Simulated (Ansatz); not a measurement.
# Cl₂H₂OSn: one species, many methods

How much do the methods differ for Cl₂H₂OSn? The plan is to run it at one geometry with functionals of several rungs and with coupled cluster, and see how far each lands from CCSD(T) at the basis-set limit for the atomisation energy.

Program: Ansatz 0.2.0, Gaussian basis. Level of theory: functionals in def2-TZVPP, the program's frozen cores in correlated methods. These are calculated values, not measurements.

Plan: LDA (SPW92), PBE-D4, revPBE-D4, BLYP-D4, r2SCAN-D4, B97M-V, PBE0-D4, B3LYP-D4, r2SCANh-D4, r2SCAN0-D4, HSE06-D4, BHLYP-D4, CAM-B3LYP-D4, LC-ωPBE, ωB97X-V, ωB97M-V, B2PLYP, PBE-QIDH; CCSD(T)/def2-SVP; CCSD(T)/def2-TZVPP; CCSD(T)/def2-QZVPP; extrapolation to the limit; RPA on PBE.

1 further run of the same task is left out (it didn't finish).

## 1. The geometry

The geometry comes from an earlier relaxation with PBE0-D4 in a triple-zeta def2 set; it is a stationary point. Sn takes the def2 core potential; no spin-orbit term is included.

SMILES `[OH][SnH]([Cl])[Cl]`, 6 atoms, charge 0, spin multiplicity 1.

Atoms are counted from 1 here; the program's logs count them from 0.

Bond lengths: O1–Sn2 1.938 Å, O1–H5 0.961 Å, Sn2–Cl3 2.310 Å, Sn2–Cl4 2.310 Å, Sn2–H6 1.688 Å. Angles: Sn2–O1–H5 113.7°, O1–Sn2–Cl3 108.3°, O1–Sn2–Cl4 108.3°, O1–Sn2–H6 109.2°, Cl3–Sn2–Cl4 105.9°, Cl3–Sn2–H6 112.4°, Cl4–Sn2–H6 112.5°.

## 2. LDA

This LDA is Slater exchange with PW92 correlation.

in.yaml reads:

```yaml
crystal:
  periodic: [false, false, false]
  atoms:
    - {symbol: O, position_ang: [0.093623, 1.311334, -0.880381]}
    - {symbol: Sn, position_ang: [0.037731, -0.096961, 0.449959]}
    - {symbol: Cl, position_ang: [1.666632, -1.651217, -0.067932]}
    - {symbol: Cl, position_ang: [-1.980782, -1.203099, 0.251455]}
    - {symbol: H, position_ang: [-0.030686, 0.998437, -1.780751]}
    - {symbol: H, position_ang: [0.255682, 0.577505, 1.981549]}
basis:
  gaussian: {orbitals: def2-TZVPP}
hamiltonian: {xc: lda}
output: {orbitals: {seedname: orbitals}}
```

The run is started by

```
$ ansatz run in.yaml --threads 2 --pin off --events-out ev --progress --plain --max-ram 32768MiB --backend cpu
```

Further steps of the session: PBE-D4 (GGA); revPBE-D4 (GGA); BLYP-D4 (GGA); r2SCAN-D4 (meta-GGA); B97M-V (meta-GGA); PBE0-D4 (hybrid); B3LYP-D4 (hybrid); r2SCANh-D4 (hybrid); r2SCAN0-D4 (hybrid); HSE06-D4 (hybrid); BHLYP-D4 (hybrid); CAM-B3LYP-D4 (range-separated); LC-ωPBE (range-separated); ωB97X-V (range-separated); ωB97M-V (range-separated); B2PLYP (double hybrid); PBE-QIDH (double hybrid); CCSD(T) in def2-SVP; CCSD(T) in def2-TZVPP; CCSD(T) in def2-QZVPP; RPA on PBE orbitals.

**Question.** What will the summary of the whole plan be? Wanted: atomisation energy, CCSD(T)/CBS; farthest beyond LDA; mean size of error, GGA; mean size of error, meta-GGA; mean size of error, hybrid; mean size of error, range-separated; mean size of error, double hybrid; gap, smallest and largest; T1 diagnostic.

The runs gave:

| quantity | value |
| --- | --- |
| atomisation energy, CCSD(T)/CBS | 18.245 eV |
| functionals within 0.182 eV (1.0 %) | PBE-D4, B97M-V, ωB97X-V |
| farthest beyond LDA | BHLYP-D4 (-1.274 eV) |
| mean size of error, GGA | 0.426 eV |
| mean size of error, meta-GGA | 0.175 eV |
| mean size of error, hybrid | 0.686 eV |
| mean size of error, range-separated | 0.370 eV |
| mean size of error, double hybrid | 0.654 eV |
| gap, smallest and largest | 4.79 eV (LDA (SPW92)), 12.57 eV (LC-ωPBE) |
| T1 diagnostic | 0.0122 |
| triples share of the correlation energy | 3.6 % |

The LDA atomisation energy is off by 2.709 eV (15 %): it overbinds. PBE-D4 misses by -0.038 eV. Double hybrids carry the basis error of their MP2 part in triple zeta, and no dispersion term here, so their miss is partly the set-up's. Taken by rung, meta-GGA functionals do best (0.175 eV on average) and hybrid ones worst beyond LDA (0.686 eV). The mean of the hybrids holds BHLYP, with half exact exchange. Misses under about 0.182 eV are within the doubt on the reference itself, which lacks core-valence correlation, spin-orbit coupling and higher excitations, and its outer-core shells are covered unevenly. All levels share the lack of spin-orbit coupling, which lowers the free heavy atoms and so the true binding. Hartree-Fock recovers 66 % of the binding; the rest is correlation. CCSD(T) in def2-SVP is off by -2.127 eV, so the small basis spoils what the method gains. The gap grows from 4.8 to 12.6 eV across the functionals, mostly with the share of exact exchange. Correlated methods include outer-core shells of Sn, which these sets cover unevenly.
